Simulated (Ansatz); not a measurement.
**CHGaS (triplet): from Hartree-Fock to the top rungs, cc-pVDZ**

How much of the correlation energy of CHGaS (triplet) does each wave-function method recover here?

Program: Ansatz 0.2.0, Gaussian basis. Level of theory: cc-pVDZ, core rule «outside noble gas», up to 20 orbitals frozen. These are calculated values, not measurements.

To be run: UHF; CCSD(T) on ROHF; CCSD(T) on UHF; BCCD(T) on ROHF; CISD; CCSDT(Q) on ROHF; CCSDT(Q) on UHF.

26 further runs of the same task are left out: 2 for a known fault of the program, 10 that didn't finish, 14 set aside as unsound or not needed.

## 1. What is computed

The geometry is a PBE0/def2-TZVP stationary point (not a proven minimum). No spin-orbit coupling is included. The filled d shell of Ga may be among the frozen orbitals whatever the setting's name suggests; the logs give the count.

4 atoms, charge 0, spin multiplicity 3.

Atoms are counted from 1 here; the program's logs count them from 0.

Bond lengths: Ga1–C2 1.994 Å, C2–S3 1.684 Å, S3–H4 1.353 Å. Angles: Ga1–C2–S3 163.2°, C2–S3–H4 99.1°.

## 2. UHF

in.yaml

```yaml
crystal:
  periodic: [false, false, false]
  atoms:
    - {symbol: Ga, position_ang: [-0.000001, -0.315610, 2.430018]}
    - {symbol: C, position_ang: [-0.000043, -0.107891, 0.446447]}
    - {symbol: S, position_ang: [0.000000, -0.424142, -1.207132]}
    - {symbol: H, position_ang: [0.000043, 0.847643, -1.669333]}
basis:
  gaussian: {orbitals: cc-pVDZ}
magnetization: {spin_polarized: true, initial_magnetization: 2}
hamiltonian: {xc: hf}
output: {orbitals: {seedname: orbitals}}
```

The run is started by

```console
$ ansatz run in.yaml --threads 1 --pin off --events-out ev --progress --plain --max-ram 2393MiB
```

After this run come: CCSD(T) on ROHF; CCSD(T) on UHF; BCCD(T) on ROHF; CISD; CCSDT(Q) on ROHF; CCSDT(Q) on UHF.

Q: Predict the results of all the runs planned. Wanted: UCCSDT(Q) from the RHF energy; RMP2 from UCCSDT(Q); UMP2 from UCCSDT(Q); RCCSD from UCCSDT(Q); RCCSD(T) from UCCSDT(Q); UCCSD(T) from UCCSDT(Q); RCCSDT(Q) from UCCSDT(Q); T1 diagnostic.

As calculated:

```
                         quantity                      value
    UCCSDT(Q) from the ROHF energy                 -8.8754 eV
              RMP2 from UCCSDT(Q)                +1477.9 meV
              UMP2 from UCCSDT(Q)                +1522.6 meV
             RCCSD from UCCSDT(Q)                 +357.9 meV
          RCCSD(T) from UCCSDT(Q)                  +66.4 meV
          UCCSD(T) from UCCSDT(Q)                  +68.7 meV
         RCCSDT(Q) from UCCSDT(Q)                   +3.0 meV
levels within 1 kcal/mol (43 meV)  RCCSDT, UCCSDT, RCCSDT(Q)
                    T1 diagnostic                      0.034
```

In words: RCCSD(T) lands +66.4 meV from the yardstick (0.7 % of the correlation energy). These misses are within one basis, not against nature; the frozen cores of restricted and unrestricted runs differ, which can shift their rows.
